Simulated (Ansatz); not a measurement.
# Si2Mo: the cost of one run

Method: DFT PBE, with the methods named in each step, in Ansatz 0.2.0.

## 1. The structure to begin with

The structure is tetragonal, space group I4/mmm (No. 139). Conventional cell: a = 3.200 Å, b = 3.200 Å, c = 7.861 Å, α = 90.00°, β = 90.00°, γ = 90.00°. Si (site symmetry 4mm) is surrounded by 5 Si at 2.61 to 2.63 Å and 5 Mo at 2.62 Å. Mo (site symmetry 4/mmm) is surrounded by 10 Si at 2.62 Å.

As a file:

```xyz
3
Lattice="-1.6000 1.6000 3.9305 1.6000 -1.6000 3.9305 1.6000 1.6000 -3.9305" Properties=species:S:1:pos:R:3 pbc="T T T"
Si    0.0000    0.0000    2.6177
Si    0.0000    0.0000    5.2433
Mo    0.0000    0.0000    0.0000
```

Atoms are numbered in the order of the input: Si1, Si2, Mo3.

## 2. Cell and atoms relaxed, PAW

input.yaml

```yaml
crystal:
  lattice:
    - [-1.6, 1.6, 3.9305]
    - [1.6, -1.6, 3.9305]
    - [1.6, 1.6, -3.9305]
  atoms:
    - { symbol: Si, position: [0.333, 0.333, 0.0] }
    - { symbol: Si, position: [0.667, 0.667, 0.0] }
    - { symbol: Mo, position: [0.0, 0.0, 0.0] }
kpoints:
  mp_grid: { grid: [16, 16, 16] }
scf:
  occupations: { method: fermi_dirac, width: 0.05 }
hamiltonian:
  xc: pbe
  pseudopotentials: { kind: paw }
output:
  forces: true
  stress: true
relax:
  f_tol: 0.005
  max_steps: 50
  cell: {}
```

Launch:

```sh
$ ansatz run input.yaml --threads 1 --pin off --max-ram 3072MiB --backend cpu --events-out ev --progress --plain --runs-dir out
```

What time and memory should one allow on 1 thread of Intel Xeon 6975P-C (Granite Rapids), shared host?

About 23 s, with a peak of 0.57 GiB.
